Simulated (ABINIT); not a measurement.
Runs of ABINIT 10.8.3 (patched build) on Al2Cl. The structure is cubic, space group Fm-3m (No. 225). Conventional cell: a = 6.317 Å, b = 6.317 Å, c = 6.317 Å, α = 90.00°, β = 90.00°, γ = 90.00°. Al (site symmetry -43m) has 4 Cl at 2.74 Å as nearest neighbours. Cl (site symmetry m-3m) is surrounded by 8 Al at 2.74 Å. The cell was built by a generator and needn't be a form met in nature.

| task | level | potentials or basis | cell | k mesh | cutoff (eV) | stop of the response cycle (tolvrs) | acoustic sum rule (asr) | cell freedom (optcell) | optimiser (ionmov) | cutoff smearing ecutsm (Ha) | gap on the mesh (eV) | pressure (GPa) | relaxed volume (Å³/atom) |
| --- | --- | --- | --- | --- | --- | --- | --- | --- | --- | --- | --- | --- | --- |
| phonons | RPBE | PseudoDojo NC SR PBE v0.4.1 standard | as given | 4 × 4 × 4, with 4 shifts | 789 | 1e-08 | 1 | - | - | - | - | 11.0 | - |
| single point | RPBE | PseudoDojo NC SR PBE v0.4.1 standard | as given | 5 × 5 × 5 | 789 | - | - | - | - | - | none | (b) | - |
| relaxation of cell and atoms | WC | PseudoDojo NC SR PBEsol v0.4.1 standard | relaxed | 5 × 5 × 5 | 789 | - | - | 2 | 2 | 0.5 | none | 0.0 | 26.20 |
| relaxation of cell and atoms | LDA-PZ | PseudoDojo NC SR LDA v0.4.1 standard | relaxed | 5 × 5 × 5 | 762 | - | - | 2 | 2 | 0.5 | none | 0.0 | (a) |
| single point | PBE+D3(BJ) | SG15 NC PBE v1.2 | as given | 5 × 5 × 5 | 952 | - | - | - | - | - | none | 8.6 | - |

Alike in all rows: no spin polarisation; smearing fermi-dirac 0.05 eV.

Problem. Estimate the missing entries.

Solution. (a) 25.44; (b) 10.8.

Caveats: an odd number of electrons without spin polarisation forces a metal (some runs); a magnetic or distorted state may lie lower (some runs); the potentials were made for another functional, which shifts forces and pressure (some runs); the volume moved by over 15 % at a fixed basis, so the end points are rough (some runs); the mesh is coarse for a metal's response (some runs); some modes are imaginary (some runs); the cell is more than 3 GPa from zero pressure, which shifts response properties (some runs).

A k mesh can miss the band edges.

A gap of «none» marks a metal or a gap under the smearing width.

Not every run made on this cell is shown here.
